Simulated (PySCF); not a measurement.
# C5H13AlO: the cost of one run

The runs use PySCF 2.14.0; levels as typed in each script, gas phase, geometry from GFN2-xTB.

1 further run of the same task is left out (it didn't finish).

### 1 Where the work starts

SMILES `C[Al](C)OC(C)C`, 20 atoms, charge 0, spin multiplicity 1.

Bond lengths: C1–Al2 2.001 Å, C1–H8 1.094 Å, C1–H9 1.094 Å, C1–H10 1.091 Å, Al2–C3 2.001 Å, Al2–O4 1.651 Å, C3–H11 1.094 Å, C3–H12 1.094 Å, C3–H13 1.091 Å, O4–C5 1.394 Å, C5–C6 1.528 Å, C5–C7 1.528 Å, C5–H14 1.101 Å, C6–H15 1.087 Å, C6–H16 1.087 Å, C6–H17 1.088 Å, C7–H18 1.087 Å, C7–H19 1.088 Å and more. Angles: Al2–C1–H8 111.6°, Al2–C1–H9 111.5°, Al2–C1–H10 112.8°, H8–C1–H9 106.1°, H8–C1–H10 107.3°, H9–C1–H10 107.2°, C1–Al2–C3 124.9°, C1–Al2–O4 117.1°, C3–Al2–O4 118.0°, Al2–C3–H11 111.6°, Al2–C3–H12 111.5°, Al2–C3–H13 112.9°, H11–C3–H12 106.1°, H11–C3–H13 107.2°, H12–C3–H13 107.2°, Al2–O4–C5 175.1°, O4–C5–C6 109.9°, O4–C5–C7 110.0° and more.

Geometry (Å):

```mol
C5H13AlO
  3D, bonds by distance, orders not assigned

 20 19  0  0  0  0  0  0  0  0999 V2000
   -2.3754    1.6555    0.1272 C   0  0
   -1.2870   -0.0205    0.0348 Al  0  0
   -2.0265   -1.8463   -0.3183 C   0  0
    0.3383    0.1224    0.2872 O   0  0
    1.7269    0.1806    0.4002 C   0  0
    2.2900    1.1826   -0.6062 C   0  0
    2.3275   -1.2076    0.1842 C   0  0
   -2.0391    2.3939   -0.6062 H   0  0
   -2.2878    2.1369    1.1055 H   0  0
   -3.4370    1.4800   -0.0529 H   0  0
   -1.8288   -2.5280    0.5138 H   0  0
   -1.5664   -2.3019   -1.1999 H   0  0
   -3.1050   -1.8423   -0.4821 H   0  0
    1.9716    0.5212    1.4181 H   0  0
    3.3680    1.2670   -0.4959 H   0  0
    1.8370    2.1581   -0.4469 H   0  0
    2.0575    0.8537   -1.6169 H   0  0
    3.4071   -1.1785    0.3067 H   0  0
    2.0879   -1.5551   -0.8183 H   0  0
    1.9047   -1.9062    0.9023 H   0  0
  1  2  8  0
  2  3  8  0
  2  4  8  0
  4  5  8  0
  5  6  8  0
  5  7  8  0
  1  8  8  0
  1  9  8  0
  1 10  8  0
  3 11  8  0
  3 12  8  0
  3 13  8  0
  5 14  8  0
  6 15  8  0
  6 16  8  0
  6 17  8  0
  7 18  8  0
  7 19  8  0
  7 20  8  0
M  END
```

### 2 Removing and adding an electron (B3LYP/def2-svp)

Contents of input.py:

```python
import numpy as np
from pyscf import gto, scf, dft
from pyscf.scf import atom_ks, atom_hf
from scipy.linalg import block_diag

def solve(mol, dm0=None, hcore=None):
    mf = (dft.UKS if mol.spin else dft.RKS)(mol, xc='b3lyp')
    mf.grids.level = 3
    mf = mf.density_fit(auxbasis='def2-universal-jkfit')
    mf.conv_tol, mf.max_cycle = 1e-8, 80
    if hcore is not None:
        mf.get_hcore = lambda *args: hcore
    mf.kernel(dm0)
    if not mf.converged:
        mf = mf.newton().run(mf.mo_coeff, mf.mo_occ, max_cycle=30)
    assert mf.converged, 'SCF not converged'
    return mf

mol = gto.M(atom='''
C     -2.37543     1.65551     0.12722
Al    -1.28702    -0.02046     0.03481
C     -2.02651    -1.84635    -0.31830
O      0.33835     0.12236     0.28720
C      1.72689     0.18056     0.40020
C      2.29005     1.18260    -0.60624
C      2.32748    -1.20758     0.18423
H     -2.03915     2.39387    -0.60620
H     -2.28781     2.13688     1.10545
H     -3.43704     1.47999    -0.05293
H     -1.82878    -2.52805     0.51384
H     -1.56643    -2.30193    -1.19992
H     -3.10505    -1.84232    -0.48207
H      1.97162     0.52116     1.41809
H      3.36798     1.26698    -0.49592
H      1.83701     2.15809    -0.44688
H      2.05746     0.85367    -1.61693
H      3.40712    -1.17848     0.30671
H      2.08790    -1.55508    -0.81834
H      1.90468    -1.90615     0.90230
''', basis='def2-svp', charge=0, spin=0, verbose=4)
mf = solve(mol)
out = dict(e0=mf.e_tot, dm0=mf.make_rdm1(), c=mf.mo_coeff, occ=mf.mo_occ, eps=mf.mo_energy)
for name, dq, spin in [('cation', 1, 1), ('anion', -1, 1)]:
    ion = mol.copy().set(charge=mol.charge + dq, spin=spin).build()
    mi = solve(ion)
    if spin and dq > 0 and mol.nao < 130:
        c, _, stable, _ = mi.stability(return_status=True)
        if not stable:
            mi = solve(ion, mi.make_rdm1(c, mi.mo_occ))
    print(name, 'vertical energy change / eV', (mi.e_tot - mf.e_tot) * 27.211386)
    out.update({'e_' + name: mi.e_tot, 'dm_' + name: mi.make_rdm1(), 's2_' + name: mi.spin_square()[0], 'eps_' + name: mi.mo_energy, 'occ_' + name: mi.mo_occ})
# spherically averaged free atoms, for the promolecule
atm = atom_ks.get_atm_nrks(mol, xc='b3lyp')
pro = block_diag(*[(atm[a[0]][2] * atm[a[0]][3]) @ atm[a[0]][2].T for a in mol._atom])
np.savez('result.npz', pro=pro, **out)
```

Started as:

```bash
$ OMP_NUM_THREADS=1 python input.py
```

**Question.** How long does this run take on 1 thread of Arm Neoverse N1, shared host, and how much memory does it need?

About 6.3 min, with a peak of 0.91 GiB.
